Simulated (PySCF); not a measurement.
**Hf₃: structure of the triplet**

Where does triplet Hf₃ go from a equilateral triangle start, is the end point a minimum, and what are its modes, charges and moments?

Method: PBE0, basis Hf def2-TZVP with ECP60, scalar-relativistic core potentials, no spin–orbit coupling, density fitting; program: PySCF 2.14.0.

### 1 The starting structure

3 atoms, charge 0, spin multiplicity 3.

Bond lengths: Hf1–Hf2 3.040 Å, Hf1–Hf3 3.040 Å, Hf2–Hf3 3.040 Å. Angles: Hf2–Hf1–Hf3 60.0°, Hf1–Hf2–Hf3 60.0°, Hf1–Hf3–Hf2 60.0°.

Z-matrix (Å, degrees; charge 0 multiplicity 3):
```
Hf
Hf 1 3.0400
Hf 1 3.0400 2 60.00
```

### 2 The SCF at the typed geometry

One driver script runs all steps and calls PySCF; scf.py shows how it sets up the SCF of each step. The optimiser is the driver's own. After this first run the driver tries any further starts and a stability analysis.

Input file scf.py:

```python
from pyscf import gto, scf, dft
mol = gto.M(atom='''
Hf     0.000000     1.755100     0.000000
Hf     1.520000    -0.877600     0.000000
Hf    -1.520000    -0.877600     0.000000''',
    basis={'Hf': 'def2-TZVP'},
    ecp={'Hf': 'def2-TZVP'},
    charge=0, spin=2)
mf = dft.UKS(mol, xc='PBE0')
mf.grids.atom_grid = (50, 194)
aux = {'Hf': 'def2-universal-JKFIT'}
mf = mf.density_fit(auxbasis=aux)
mf.conv_tol = 1e-08
mf.diis_space = 10
mf.max_cycle = 60
mf.init_guess = 'minao'
mf.verbose = 4
mf.kernel()
```

On the command line:

```console
> OMP_NUM_THREADS=4 python axn.py task.json out
```

What it wrote:

```text
init E= -90.0963845592275
[... the frontier-level lines of each cycle are left out ...]
cycle= 1 E= -143.000199428564  delta_E= -52.9  |g|= 1.01  |ddm|= 6.06
cycle= 2 E= -139.633797138901  delta_E= 3.37  |g|= 2.02  |ddm|= 10.2
cycle= 3 E= -143.661251045462  delta_E= -4.03  |g|= 0.159  |ddm|= 9.96
cycle= 4 E= -143.692116040101  delta_E= -0.0309  |g|= 0.106  |ddm|= 0.68
cycle= 5 E= -143.69612592068  delta_E= -0.00401  |g|= 0.0687  |ddm|= 0.158
cycle= 6 E= -143.698123986027  delta_E= -0.002  |g|= 0.047  |ddm|= 0.087
cycle= 7 E= -143.699898905519  delta_E= -0.00177  |g|= 0.00384  |ddm|= 0.109
cycle= 8 E= -143.699962709365  delta_E= -6.38e-05  |g|= 0.00186  |ddm|= 0.0215
cycle= 9 E= -143.699987786626  delta_E= -2.51e-05  |g|= 0.00118  |ddm|= 0.0122
cycle= 10 E= -143.700013133025  delta_E= -2.53e-05  |g|= 0.000655  |ddm|= 0.0216
cycle= 11 E= -143.7000189888  delta_E= -5.86e-06  |g|= 0.00036  |ddm|= 0.0107
cycle= 12 E= -143.700021317254  delta_E= -2.33e-06  |g|= 0.000304  |ddm|= 0.00623
cycle= 13 E= -143.700022820921  delta_E= -1.5e-06  |g|= 0.000213  |ddm|= 0.00525
cycle= 14 E= -143.700024289624  delta_E= -1.47e-06  |g|= 0.000133  |ddm|= 0.00691
cycle= 15 E= -143.700024771812  delta_E= -4.82e-07  |g|= 0.000102  |ddm|= 0.003
cycle= 16 E= -143.700025120169  delta_E= -3.48e-07  |g|= 0.000123  |ddm|= 0.00277
cycle= 17 E= -143.700025300955  delta_E= -1.81e-07  |g|= 0.000158  |ddm|= 0.00244
cycle= 18 E= -143.700025275995  delta_E= 2.5e-08  |g|= 0.000215  |ddm|= 0.000397
cycle= 19 E= -143.700025377889  delta_E= -1.02e-07  |g|= 3.19e-05  |ddm|= 0.00174
cycle= 20 E= -143.700025385391  delta_E= -7.5e-09  |g|= 7.08e-06  |ddm|= 0.000731
Extra cycle  E= -143.700025385559  delta_E= -1.68e-10  |g|= 1.23e-05  |ddm|= 3.91e-05
converged SCF energy = -143.700025385559  <S^2> = 2.066464  2S+1 = 3.0439869
```

This step, with its further starts and checks, needed 37 s of wall time on 4 threads of Arm Neoverse N1, shared host.

Energies from each starting density:

| start | energy (Eh) |
| --- | --- |
| the minimal-basis guess | -143.700025 |
| a thermally smeared density | -143.697175 |
| a smeared PBE density | -143.700025 |

The test of internal stability and the other starts found no lower solution of this spin.

### 3 Relaxation: equilateral triangle start, triplet

The program finds D3h symmetry in the start, which this walk keeps. The walk stops when the largest gradient is under 0.0003 Eh/bohr and the energy has settled too.

Edit scf.py of step 2 so:

```diff
@@ -3,3 +3,3 @@
-Hf     0.000000     1.755100     0.000000
-Hf     1.520000    -0.877600     0.000000
-Hf    -1.520000    -0.877600     0.000000''',
+Hf    -0.000005     1.755139     0.000000
+Hf     1.519998    -0.877565    -0.000000
+Hf    -1.519993    -0.877574    -0.000000''',
@@ -16 +15,0 @@
-mf.init_guess = 'minao'
```

The optimiser's trace:

| step | energy (Eh) | change (kJ/mol) | largest symmetric gradient (Eh/bohr) |
| --- | --- | --- | --- |
| 0 | -143.700025 | 0.00 | 0.05914 |
| 1 | -143.719627 | -51.46 | 0.04715 |
| 2 | -143.735526 | -93.21 | 0.02697 |
| 3 | -143.738523 | -101.07 | 0.00763 |
| 4 | -143.738848 | -101.93 | 0.00093 |
| 5 | -143.738853 | -101.94 | 0.00004 |

The walk took 34 s.

Positions (Å) and forces (eV/Å) along the way:

```
step 0
Hf   0.000   1.755   0.000   0.000  -3.047   0.000
Hf   1.520  -0.878   0.000  -2.629   1.524   0.000
Hf  -1.520  -0.878   0.000   2.629   1.524   0.000
step 1
Hf   0.000   1.691   0.000   0.000  -2.431   0.000
Hf   1.464  -0.845   0.000  -2.094   1.216   0.000
Hf  -1.464  -0.845   0.000   2.094   1.216   0.000
step 3
Hf   0.000   1.579   0.000   0.000  -0.397   0.000
Hf   1.367  -0.789   0.000  -0.336   0.198   0.000
Hf  -1.367  -0.789   0.000   0.336   0.198   0.000
step 5
Hf   0.000   1.563   0.000   0.000  -0.002   0.000
Hf   1.354  -0.782   0.000   0.005   0.001   0.000
Hf  -1.354  -0.782   0.000  -0.005   0.001   0.000
```

End point (D3h, 5 steps, 101.9 kJ/mol gained): Hf–Hf 2.708 Å (×3); Hf–Hf–Hf 60.0° (×3).

### 4 Vibrations and properties at this point

On the finer grid the gradient is checked again; gradients at displacements of ±0.02 bohr then give force constants and infrared intensities.

Edit scf.py of step 3 so:

```diff
@@ -3,3 +3,3 @@
-Hf    -0.000005     1.755139     0.000000
-Hf     1.519998    -0.877565    -0.000000
-Hf    -1.519993    -0.877574    -0.000000''',
+Hf    -0.000004     1.563173     0.000000
+Hf     1.353749    -0.781582    -0.000000
+Hf    -1.353745    -0.781590    -0.000000''',
@@ -10 +10 @@
-mf.grids.atom_grid = (50, 194)
+mf.grids.atom_grid = (75, 302)
@@ -13 +13 @@
-mf.conv_tol = 1e-08
+mf.conv_tol = 1e-10
```

This SCF starts from the last density.

SCF at the final geometry:

```text
init E= -143.73897451629
[... the frontier-level lines of each cycle are left out ...]
cycle= 1 E= -143.738974516257  delta_E= 3.3e-11  |g|= 9.07e-06  |ddm|= 2.24e-05
Extra cycle  E= -143.738974516094  delta_E= 1.63e-10  |g|= 1.92e-05  |ddm|= 4.38e-05
converged SCF energy = -143.738974516094  <S^2> = 2.0551469  2S+1 = 3.0365421
```

The whole step took 73 s.

Geometry: D3h; Hf–Hf 2.707 Å (×3); Hf–Hf–Hf 60.0° (×3).

Harmonic modes (main isotopes):

| symmetry | ω (cm⁻¹) | IR (km/mol) | μ (u) |
| --- | --- | --- | --- |
| e' | 146 | 0.2 | 179.95 |
| a1' | 203 | 0.0 | 179.95 |

All wavenumbers are real: a minimum.

Properties at this point:

```
Dipole moment                                                   : 0.00 D
Highest occupied level                                          : -4.10 eV
Lowest empty level                                              : -1.99 eV
Rotational constants                                            : 0.02556, 0.02556, 0.01278 cm⁻¹
Zero-point energy                                               : 3.0 kJ/mol
Principal polarisabilities                                      : 175.5, 250.4, 250.4 bohr³
Atomisation energy without zero-point energy                    : 555 kJ/mol
Principal traceless quadrupole moments about the centre of mass : -4.51, 2.26, 2.26 D Å
Entropy at 298.15 K and 1 bar (electronic part: spin only)      : 345.5 J/(mol K)
Heat capacity Cp at 298.15 K                                    : 56.9 J/(mol K)
Enthalpy at 298.15 K above 0 K                                  : 14.79 kJ/mol
Rotational symmetry number                                      : 6
Spin squared ⟨S²⟩                                               : 2.055
```

Charges (e) and bond orders:

```tsv
atom	Mulliken	Löwdin	polar tensor	spin (Mulliken)	Mayer order to Hf1
Hf1	0.00	0.00	0.00	0.67	–
Hf2,3	0.00	0.00	0.00	0.67	1.94
```

Mulliken populations on Hf1 (outside its core potential): s 3.39, p 6.27, d 2.32, f 0.02.

### 5 Fields at the lowest minimum

The plane holds Hf1 at (0.00, 0.00), Hf2 at (2.71, 0.00), Hf3 at (1.35, 2.34) Å. Columns run from x = -1.95 to 4.95 Å, rows from y = 4.65 (top) to -1.95 Å, in steps of 0.3 Å. Electrons inside core potentials are absent.

Density (cut at 5 e/Å³):

Ten steps from '0' (0.000 e/Å³) to '9' (4.790 e/Å³), finer at the low end (step k begins (100^(k/10) - 1)/99 of the way up):
```
000000000000000000000000
000000000000000000000000
000000001111111000000000
000000011222221100000000
000000112344432110000000
000000123567653210000000
000001124799974211000000
000011236991896321100000
000012236970796322110000
000112335899985332110000
001122334678764332211000
001123344455544433211000
001234454445444544321000
011246776554556776421100
012369999654569999632100
012479119754579119742100
012479119754579119842100
012469999644469999642100
012346776443346776432100
011233444333334444321100
001112222222222222111000
000011111111111111100000
000000001111111100000000
```

ELF (0 where the density is under 0.005 e/Å³):

Ten even steps from '0' (0.00) to '9' (0.84):
```
000000045778775400000000
000000345677765430000000
000002334555554332000000
000012222233322222100000
000122211234321122210000
001222111478741112221000
001233113899983113321000
012444215960695124442100
023566325930395236653210
124577623898983257754210
134567641379731467654321
223334332233322334333221
222112221355531222112221
211126774357534776211122
211169999545459999611123
321389009723279009831234
532489009722279009942355
642379999423249999732466
763347886235325887433677
875322222257522222235787
776421111367631111236776
676431112467642111346760
055432223455543222345500
```

Electrostatic potential (cut at 20 V):

Ten steps from '0' (-0.48 V) to '9' (20.00 V), finer at the low end (step k begins (100^(k/10) - 1)/99 of the way up):
```
222233344444444433322222
222233444555554443322222
222233455666665543322222
222234556777776554322222
112234567899987654322111
111234678999998764321111
101134689999999864311011
000124689999999864210001
100024689999999864200011
111124689999999864211111
223345678999999765433222
344567778899988777654433
456788999877789998876543
457899999976799999987544
567999999987899999997654
568999999998999999998654
568999999998999999998654
567999999988899999997654
567899999977799999987654
456789998765678999876544
455677777654567777765544
445566665432345666655443
344455554310134455544433
```

Values on the line from Hf1 (at 0) through Hf2 (at 2.707 Å):

| distance (Å) | density (e/Å³) | ELF | electrostatic potential (V) | spin density (e/Å³) |
| --- | --- | --- | --- | --- |
| -0.95 | 0.689 | 0.478 | 22.5 | -0.000228 |
| 0.81 | 1.34 | 0.526 | 34.5 | 0.000506 |
| 1.08 | 0.479 | 0.188 | 14.3 | 0.00356 |
| 1.35 | 0.361 | 0.223 | 9.38 | 0.0057 |
| 1.62 | 0.479 | 0.188 | 14.3 | 0.00356 |
| 1.90 | 1.34 | 0.526 | 34.5 | 0.000508 |
| 3.66 | 0.689 | 0.478 | 22.5 | -0.000226 |
| 3.93 | 0.194 | 0.189 | 10.7 | -0.00788 |
| 4.20 | 0.0787 | 0.173 | 5.64 | -0.00831 |

Making the fields took 3.5 s.

### 6 Summary of results

| quantity | value |
| --- | --- |
| minimum | triplet, D3h |
| geometry | Hf–Hf 2.707 Å (×3); Hf–Hf–Hf 60.0° (×3) |
| wavenumbers (cm⁻¹) | 146 (e'), 203 (a1') |
| dipole moment | 0.00 D |
| highest occupied, lowest empty level (either spin) | -4.10, -1.99 eV |
| polar-tensor charge of Hf1 | -0.00 e |
| zero-point energy | 3.0 kJ/mol |
| entropy at 298.15 K | 345.5 J/(mol K) |
| atomisation energy (no zero-point energy) | 555 kJ/mol |
| ⟨S²⟩ | 2.055 |

The equilateral triangle start keeps its D3h symmetry and ends in a minimum. Other starts or spin states, not run here, may lie lower. Open d and f shells are described by one determinant, and the ground state may have another occupation or spin. Spin–orbit coupling, left out here, can matter for elements this heavy.

The search up to here needed 2.4 min of wall time on 4 threads of Arm Neoverse N1, shared host.
